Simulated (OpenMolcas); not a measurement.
**Co³⁺ among point charges: CASSCF and CASPT2 levels and susceptibility, part 1 of 2**

Aim: the splitting of the states of Co³⁺ in the field of 6 point charges, its lowest levels with spin-orbit coupling and its magnetic susceptibility.

Method: state-averaged CASSCF and CASPT2, spin-orbit coupling by RASSI with atomic mean-field integrals. Code: OpenMolcas 26.06.

### 1 The atom as given

| Property | Result |
| --- | --- |
| Species | Co³⁺ (cobalt, Z = 27, 24 electrons) |
| Basis | ANO-RCC-VDZP [5s4p2d1f], 34 functions |
| Scalar Hamiltonian | DKH2, point nucleus |
| Inactive shells | 1s 2s 2p 3s 3p |
| Active space | 6 electrons in 5 orbitals (3d) |
| Some configurations of this space | 3d⁶ |
| Orbitals | optimised for each spin and parity, averaged over all roots |

Outer shells as boxes (Hund's rule):

3d6
```
3d [↑↓][↑ ][↑ ][↑ ][↑ ]
```

The ion sits among 6 point charges of -1 e arranged as an octahedron (Oh), 1.68 Å from the ion.

The work runs as a chain of OpenMolcas steps in one folder; each step below is one input file. Labels, J, g values, rates, χT and fits are worked out afterwards by a script from the matrices that RASSI stores. The input lists half of the charges; inversion (Group=XYZ) makes the rest.

### 2 One- and two-electron integrals

a.inp

```
&GATEWAY
Coord
1

Co 0.0 0.0 0.0
Basis=ANO-RCC-VDZP
Group=XYZ
NoMove
AngMom=0.0 0.0 0.0
AMFI
XField
3 Angstrom 0
1.680000 0.000000 0.000000 -1.000000
0.000000 1.680000 0.000000 -1.000000
0.000000 0.000000 1.680000 -1.000000
&SEWARD
```

Launch:

```console
OMP_NUM_THREADS=1 MOLCAS_MEM=1689 MOLCAS_PROJECT=a pymolcas a.inp > a.log
```

The log of the run:

```text
Basis set label: CO.ANO-RCC...5S4P2D1F.

      Electronic valence basis set:
      ------------------
      Associated Effective Charge  27.000000 au
      Associated Actual Charge     27.000000 au
      Nuclear Model: Point charge

      Shell  nPrim  nBasis  Cartesian Spherical Contaminant
         s      21       5        X
         p      15       4        X
         d      10       2                 X
         f       6       1                 X
                  Relativistic Douglas-Kroll-Hess integrals:
                    - DKH order of Hamiltonian: 2
                    - DKH order of Properties : 0
                  Atomic mean-field integrals
```

### 3 Reference wave functions, quintets of even parity, 5 roots

a.inp

```
&RASSCF
FileOrb=start.orb
Symmetry=1
Spin=5
nActEl=6 0 0
Inactive=3 6
Ras2=5 0
CIRoot=5 5 1
SDav=5
CIMx=300
Iter=120 100
PrWF=0.3
OrbListing=Nothing
MaxOrb=0
>>> COPY $Project.JobIph JOB001
```

start.orb holds the contracted functions of the basis, ordered by shell, or the orbitals of the step before.

The log of the run, cut to the lines that bear on the results:

```text
[...]
      Number of active orbitals                  5
[...]
      Spin quantum number                      2.0
[...]
      Active orbitals                            5   0
[...]
      Number of CSFs                             5
      Number of root(s) required                 5
[...]
      Convergence after  8 iterations
[...]
      Natural orbitals and occupation numbers for root  1
      sym 1:   1.000000   2.000000   1.000000   1.000000   1.000000
      Natural orbitals and occupation numbers for root  2
      sym 1:   1.000000   1.000000   1.000000   2.000000   1.000000
      Natural orbitals and occupation numbers for root  3
      sym 1:   2.000000   1.000000   1.000000   1.000000   1.000000
::    RASSCF root number  1 Total energy:  -1395.52720979
::    RASSCF root number  2 Total energy:  -1395.52720979
::    RASSCF root number  3 Total energy:  -1395.52720979
::    RASSCF root number  4 Total energy:  -1395.50828346
::    RASSCF root number  5 Total energy:  -1395.50828346
```

### 4 CASSCF: triplets of even parity, 45 roots

a.inp

```
&RASSCF
FileOrb=start.orb
Symmetry=1
Spin=3
nActEl=6 0 0
Inactive=3 6
Ras2=5 0
CIRoot=45 45 1
SDav=45
CIMx=300
Iter=120 100
PrWF=0.3
OrbListing=Nothing
MaxOrb=0
>>> COPY $Project.JobIph JOB002
```

Launch:

```console
OMP_NUM_THREADS=1 MOLCAS_MEM=1689 MOLCAS_PROJECT=a pymolcas a.inp > a.log
```

The log of the run, cut to the lines that bear on the results:

```text
[...]
      Number of active orbitals                  5
[...]
      Spin quantum number                      1.0
[...]
      Active orbitals                            5   0
[...]
      Number of CSFs                            45
      Number of root(s) required                45
[...]
      Convergence after  7 iterations
[...]
      Natural orbitals and occupation numbers for root  1
      sym 1:   0.840987   1.288178   1.633858   1.797369   0.439608
      Natural orbitals and occupation numbers for root  2
      sym 1:   0.437796   1.635311   1.797364   1.286661   0.842868
      Natural orbitals and occupation numbers for root  3
      sym 1:   1.137040   1.784762   0.248014   1.789834   1.040349
::    RASSCF root number  1 Total energy:  -1395.41785435
::    RASSCF root number  2 Total energy:  -1395.41785435
::    RASSCF root number  3 Total energy:  -1395.41785435
[...]
::    RASSCF root number 27 Total energy:  -1395.36331711
::    RASSCF root number 28 Total energy:  -1395.36102567
::    RASSCF root number 29 Total energy:  -1395.36102567
::    RASSCF root number 30 Total energy:  -1395.36102567
```

### 5 CASSCF: singlets of even parity, 50 roots

a.inp

```
&RASSCF
FileOrb=start.orb
Symmetry=1
Spin=1
nActEl=6 0 0
Inactive=3 6
Ras2=5 0
CIRoot=50 50 1
SDav=50
CIMx=300
Iter=120 100
PrWF=0.3
OrbListing=Nothing
MaxOrb=0
>>> COPY $Project.JobIph JOB003
```

The log of the run, cut to the lines that bear on the results:

```text
[...]
      Number of active orbitals                  5
[...]
      Spin quantum number                      0.0
[...]
      Active orbitals                            5   0
[...]
      Number of CSFs                            50
      Number of root(s) required                50
[...]
      Convergence after  7 iterations
[...]
      Natural orbitals and occupation numbers for root  1
      sym 1:   1.891632   1.891632   0.162552   1.891632   0.162552
      Natural orbitals and occupation numbers for root  2
      sym 1:   1.025440   1.901892   0.168816   1.927263   0.976590
      Natural orbitals and occupation numbers for root  3
      sym 1:   1.927141   1.685451   0.777311   1.242004   0.368093
::    RASSCF root number  1 Total energy:  -1395.37338014
::    RASSCF root number  2 Total energy:  -1395.36319882
::    RASSCF root number  3 Total energy:  -1395.36319882
[...]
::    RASSCF root number 27 Total energy:  -1395.28048781
::    RASSCF root number 28 Total energy:  -1395.28048781
::    RASSCF root number 29 Total energy:  -1395.25734517
::    RASSCF root number 30 Total energy:  -1395.25370281
```

### 6 RASSI: spin-orbit coupling between the states

a.inp

```
&RASSI
NrOfJobIphs=3 5 45 50
1 2 3 4 5
1 2 3 4 5 6 7 8 9 10 11 12 13 14 15 16 17 18 19 20 21 22 23 24 25 26 27
28 29 30 31 32 33 34 35 36 37 38 39 40 41 42 43 44 45
1 2 3 4 5 6 7 8 9 10 11 12 13 14 15 16 17 18 19 20 21 22 23 24 25 26 27
28 29 30 31 32 33 34 35 36 37 38 39 40 41 42 43 44 45 46 47 48 49 50
IphNames
JOB001
JOB002
JOB003
EJob
SpinOrbit
DIPRint=1.0
SOCoupling=1000.0
Subsets=2
Property=9
'ANGMOM' 1 'ANGMOM' 2 'ANGMOM' 3 'MLTPL  1' 1 'MLTPL  1' 2 'MLTPL  1' 3
'AMFI' 1 'AMFI' 2 'AMFI' 3
SOProperty=3
'ANGMOM' 1 'ANGMOM' 2 'ANGMOM' 3
```

The log of the run, cut to the lines that bear on the results:

```text
SPIN-FREE ENERGIES:
  (Shifted by EMIN (a.u.) =      -1395.5272097873)
 SF State       Relative EMIN(au)   Rel lowest level(eV)    D:o, cm**(-1)      L_eff
     1             0.0000000000        0.0000000000              0.0000         2.0
     2             0.0000000000        0.0000000000              0.0000         2.0
     3             0.0000000000        0.0000000000              0.0000         2.0
     4             0.0189263300        0.5150116767           4153.8493         2.0
     5             0.0189263300        0.5150116767           4153.8493         2.0
     6             0.1093554324        2.9757129098          24000.7432         4.5
     7             0.1093554324        2.9757129098          24000.7432         4.5
     8             0.1093554324        2.9757129098          24000.7432         4.5
     9             0.1159154891        3.1542211457          25440.5092         4.8
    10             0.1159154891        3.1542211457          25440.5092         4.8
[...]
Eigenvalues of complex Hamiltonian:
   -----------------------------------
  (Shifted by EMIN (a.u.) =      -1395.5272097873)
 SO State       Relative EMIN(au)   Rel lowest level(eV)    D:o, cm**(-1)     J-value
     1            -0.0024047648        0.0000000000              0.0000         3.1
     2            -0.0024047648        0.0000000000              0.0000         3.1
     3            -0.0024047648        0.0000000000              0.0000         2.9
     4            -0.0012322840        0.0319048280            257.3298         2.6
     5            -0.0012322840        0.0319048280            257.3298         3.0
     6            -0.0010710178        0.0362931038            292.7236         2.2
     7            -0.0010710178        0.0362931038            292.7236         2.9
     8            -0.0010710178        0.0362931038            292.7236         2.9
     9             0.0004386067        0.0773720783            624.0479         2.3
    10             0.0008864433        0.0895583325            722.3367         2.0
    11             0.0008864433        0.0895583325            722.3367         2.2
[...]
```

These steps took 25 s in all on 1 thread of Arm Neoverse V1, shared host.

States without spin-orbit coupling:

```
state  degeneracy  E (cm-1)  free-ion L (%)
  5T2           3         0         D (100)
   5E           2      4154         D (100)
  3T1           3     24001          H (76)
  3T2           3     25441          H (89)
  3T1           3     26901          H (68)
   3E           2     28198          H (93)
  3T1           3     29696          P (68)
  3T2           3     30625          G (46)
  3A2           1     32142         F (100)
  3T1           3     32242          F (48)
  3T2           3     32746          G (52)
  1A1           1     33762          I (56)
   3E           2     34285          G (91)
  3A1           1     35970         G (100)
  1T1           3     35996          I (72)
  3T1           3     36473          G (67)
  1T2           3     38171          I (97)
   1E           2     40062          G (60)
  1A1           1     40838          G (47)
  1A2           1     41157          I (99)
  1T2           3     41365          I (86)
  1T1           3     41868          G (72)
  3T2           3     42549          D (98)
   1E           2     43432          I (59)
```

With spin-orbit coupling:

```csv
E (cm-1),Degeneracy,Label,2S+1
0.0,3,T2,5
257.3,2,E,5
292.7,3,T1,5
624.0,1,A1,5
722.3,3,T1,5
784.9,3,T2,5
4652,1,A2,5
4678,3,T2,5
4703,2,E,5
4734,3,T1,5
4765,1,A1,5
24195,2,E,3
24243,3,T2,3
24643,1,A1,3
24682,3,T1,3
25694,1,A2,3
25813,3,T2,3
25945,3,T1,3
26055,2,E,3
27251,3,T1,3
27281,2,E,3
27333,3,T2,3
27342,1,A1,3
28575,3,T1,3
```

The table of states holds 24 of 43 computed; the rest, higher up, is left out.

Powder χT (cm³ K/mol): 3.29 at 2 K, 3.32 at 5 K, 3.36 at 10 K, 3.45 at 20 K, 3.72 at 50 K, 4.10 at 100 K, 4.31 at 150 K, 4.40 at 200 K, 4.43 at 250 K, 4.43 at 300 K.

Orbitals of the lowest block (energies include the constant potential of the surroundings):

```
shell     space  energy (hartree)  mean occupation  ⟨r²⟩ (bohr²)
   1s  inactive         -285.2728            2.000       0.00421
   2s  inactive          -34.9960            2.000        0.0762
   2p  inactive          -29.7662            6.000        0.0618
   3s  inactive           -4.1481            2.000         0.689
   3p  inactive           -2.5460            6.000         0.769
   3d      RAS2                              6.000          1.14
```

(Continued in part 2 of 2.)
